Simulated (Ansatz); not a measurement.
## C₂H₃ClGe, SMILES [Cl][GeH]1[CH]=[CH]1: a short molecular-dynamics run, step by step

Program: the Ansatz DFT code, driven from Python.

Notebook, run cell by cell (the value of a cell's last expression is shown):

```python
from dataclasses import dataclass

import ansatz as az
from ase import Atoms
import numpy as np


@dataclass
class RunConfig:
    basis: str = "def2-SVP"
    functional: str = "hf"
    n_steps: int = 40
    temperature_k: int = 500
```

```python
settings = RunConfig()
```

```python
atoms = Atoms(["Cl", "Ge", "C", "C", "H", "H", "H"], positions=[
    [-1.7352, -1.8894, -0.2516],
    [-0.5906, -0.0955, -0.6963],
    [0.1744, 0.4494, 0.8305],
    [1.2015, -0.1516, -0.1074],
    [-1.2313, 1.169, -1.3254],
    [0.0711, 0.9197, 1.8173],
    [2.1713, -0.4695, -0.3129],
])
molecule = az.Crystal.molecule_from_ase(atoms)
```

```python
calculation = molecule.calculation()
calculation = calculation.basis(gaussian=settings.basis)
calculation = calculation.functional(settings.functional)
calculation = calculation.md("nve", timestep=0.5, steps=settings.n_steps, temperature=settings.temperature_k, initial_velocities="maxwell_boltzmann", seed=98)
frames = []
calculation.session().plan().execute(on_event=lambda e: frames.append(e["data"]) if e["event"] == "md_step" else None)
print("t (fs)   E_pot (eV)      E_kin (eV)   T (K)   d(0-1) (A)")
for f in frames[::2]:
    xyz = np.array(f["positions_ang"])
    print(f"{f['time_fs']:6.2f} {f['lagrangian_ev']:14.5f} {f['e_kin_ev']:10.5f} {f['temperature_k']:8.1f} {np.linalg.norm(xyz[0] - xyz[1]):9.4f}")
kept = np.array([f["conserved_ev"] for f in frames])
print(f"conserved energy moves by at most {1000 * np.ptp(kept):.3f} meV")
```

    t (fs)   E_pot (eV)      E_kin (eV)   T (K)   d(0-1) (A)
      0.00   -71069.81697    0.32315    500.0    2.1739
      1.00   -71069.86768    0.37381    578.4    2.1759
      2.00   -71070.03581    0.54045    836.2    2.1779
      3.00   -71070.23826    0.74194   1148.0    2.1799
      4.00   -71070.41417    0.91753   1419.7    2.1817
      5.00   -71070.54404    1.04704   1620.1    2.1835
      6.00   -71070.61424    1.11682   1728.0    2.1850
      7.00   -71070.61191    1.11439   1724.3    2.1863
      8.00   -71070.54207    1.04503   1616.9    2.1874
      9.00   -71070.44613    0.95066   1470.9    2.1882
     10.00   -71070.42772    0.93445   1445.8    2.1887
     11.00   -71070.60465    1.11041   1718.1    2.1890
     12.00   -71070.91534    1.41721   2192.8    2.1891
     13.00   -71071.13758    1.63752   2533.7    2.1891
     14.00   -71071.14426    1.64506   2545.4    2.1889
     15.00   -71070.97418    1.47695   2285.2    2.1886
     16.00   -71070.73950    1.24380   1924.5    2.1882
     17.00   -71070.53025    1.03490   1601.3    2.1878
     18.00   -71070.36588    0.86985   1345.9    2.1874
     19.00   -71070.21008    0.71384   1104.5    2.1869
     20.00   -71070.05955    0.56488    874.0    2.1864
    conserved energy moves by at most 6.907 meV

Notes:
- Total energies depend on the basis set; only differences at equal settings carry meaning.
- The trajectory is only some femtoseconds long, so its temperature is not equilibrated; where the script doesn't relax first, it starts from a rough generated geometry.
- The temperature counts the internal degrees of freedom alone.
- Hardware and time: 2.3 min on 1 thread of Intel(R) Xeon(R) Platinum 8488C (Sapphire Rapids), with other jobs on the host, peak memory 0.27 GiB.

(Lines on the test bed's own set-up are left out of the output.)
